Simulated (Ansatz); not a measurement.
# GaH₈NSi: how energies converge with the basis set

One table from this session's results is given with a row withheld; the runs are named, their logs left out.

Computed with Ansatz 0.2.0, Gaussian basis. Level: one geometry, several basis sets.

Plan: PBE0-D4/def2-SVP; ωB97M-V/def2-SVP; PBE0-D4/def2-QZVPP; ωB97M-V/def2-QZVPP; the functionals' def2-TZVPP values are taken from earlier runs.

## Structure used throughout

All runs share one geometry, relaxed beforehand with PBE0-D4 in a triple-zeta def2 set.

SMILES `[SiH3][NH2+][GaH3-]`, 11 atoms, charge 0, spin multiplicity 1.

Atoms are counted from 1 here; the program's logs count them from 0.

Bond lengths: Si1–N2 1.778 Å, Si1–H4 1.486 Å, Si1–H5 1.478 Å, Si1–H6 1.478 Å, N2–Ga3 2.180 Å, N2–H7 1.015 Å, N2–H8 1.015 Å, Ga3–H9 1.581 Å, Ga3–H10 1.581 Å, Ga3–H11 1.580 Å. Angles: N2–Si1–H4 110.4°, N2–Si1–H5 106.8°, N2–Si1–H6 106.8°, H4–Si1–H5 110.1°, H4–Si1–H6 110.1°, H5–Si1–H6 112.5°, Si1–N2–Ga3 113.0°, Si1–N2–H7 113.3°, Si1–N2–H8 113.3°, Ga3–N2–H7 104.7°, Ga3–N2–H8 104.7°, H7–N2–H8 107.0°, N2–Ga3–H9 98.2°, N2–Ga3–H10 98.2°, N2–Ga3–H11 97.7°, H9–Ga3–H10 117.9°, H9–Ga3–H11 118.2°, H10–Ga3–H11 118.2°.

Set-up of the first run:

The input, in.yaml:

```yaml
crystal:
  periodic: [false, false, false]
  atoms:
    - {symbol: Si, position_ang: [-1.050292, 1.017562, -0.572680]}
    - {symbol: N, position_ang: [-0.514703, -0.599762, -0.064322]}
    - {symbol: Ga, position_ang: [1.538965, -0.626595, 0.665270]}
    - {symbol: H, position_ang: [-2.455659, 0.971348, -1.054328]}
    - {symbol: H, position_ang: [-0.151546, 1.440350, -1.666646]}
    - {symbol: H, position_ang: [-0.947794, 1.893242, 0.613066]}
    - {symbol: H, position_ang: [-1.063301, -0.983829, 0.698365]}
    - {symbol: H, position_ang: [-0.529912, -1.282751, -0.814956]}
    - {symbol: H, position_ang: [1.363071, 0.381631, 1.869825]}
    - {symbol: H, position_ang: [2.249809, -0.097546, -0.643668]}
    - {symbol: H, position_ang: [1.626663, -2.170750, 0.990574]}
basis:
  gaussian: {orbitals: def2-SVP}
hamiltonian: {xc: pbe0, dispersion: d4}
output: {orbitals: {seedname: orbitals}}
```

Steps of the session up to this table: PBE0-D4 in def2-SVP; ωB97M-V in def2-SVP; PBE0-D4 in def2-QZVPP; ωB97M-V in def2-QZVPP.

One of the session's tables, all rows but one given; the rest of the session is left out.

It belongs to the step «Functionals by basis». 

```
functional       basis  HOMO (eV)
   PBE0-D4    def2-SVP      -7.50
   PBE0-D4  def2-TZVPP          ?
   PBE0-D4  def2-QZVPP      -7.59
   ωB97M-V    def2-SVP      -9.70
   ωB97M-V  def2-TZVPP      -9.84
   ωB97M-V  def2-QZVPP      -9.84
```

**Question.** Estimate the row for PBE0-D4, def2-TZVPP.

As computed: HOMO (eV): -7.58. In the column «HOMO (eV)» it lies between PBE0-D4, def2-QZVPP (-7.59) and PBE0-D4, def2-SVP (-7.50).
